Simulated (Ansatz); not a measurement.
# Rh (Rhodium): the cost of one run

Program: Ansatz 0.2.0. Level of theory: DFT r2SCAN, scalar-relativistic, plane waves, PAW. These are calculated values, not measurements.

The COD entry's cell or inner coordinates are ideal or old and differ from later refinements, so a difference from it is no clean test against experiment.

1 further run of the same task is left out (set aside as unsound or not needed).

## (1) The starting structure

It takes space group Fm-3m (No. 225, cubic). Conventional cell: a = 3.800 Å, b = 3.800 Å, c = 3.800 Å, α = 90.00°, β = 90.00°, γ = 90.00°. Rh (site symmetry m-3m) has 12 Rh at 2.69 Å as nearest neighbours.

As a file:

```
CELL_PARAMETERS angstrom
0.00000 1.89995 1.89995
1.89995 0.00000 1.89995
1.89995 1.89995 0.00000
ATOMIC_POSITIONS crystal
Rh 0.00000 0.00000 0.00000
```

It is the result of an earlier relaxation at this level (volume 13.72 Å³/atom; gap on the mesh: none (metal)).

## (2) A stricter relaxation, with the smearing for a metal

Response runs need a geometry at rest under their own mesh and occupations; hence this stricter relaxation.

input.yaml

```yaml
crystal:
  lattice:
    - [0.0, 1.8999524445, 1.8999524445]
    - [1.8999524445, 0.0, 1.8999524445]
    - [1.8999524445, 1.8999524445, 0.0]
  atoms:
    - { symbol: Rh, position: [0.0, 0.0, 0.0] }
basis:
  ecutwfc: 500
kpoints:
  mp_grid: { grid: [20, 20, 20] }
hamiltonian:
  xc: r2scan
scf:
  occupations: { method: fermi_dirac, width: 0.15 }
output:
  forces: true
  stress: true
  eigenvalues: true
relax:
  adjacent_minimum: "off"
  f_tol: 0.001
  max_steps: 60
  cell: { stress_tol: 0.01 }
```

The run is started by

```console
> ansatz run input.yaml --threads 1 --pin off --max-ram 2560MiB --backend cpu --events-out ev --progress --plain --runs-dir out
```

What time and memory should one allow on 1 thread of Arm Neoverse V2, shared host?

About 20 s, with a peak of 0.37 GiB.
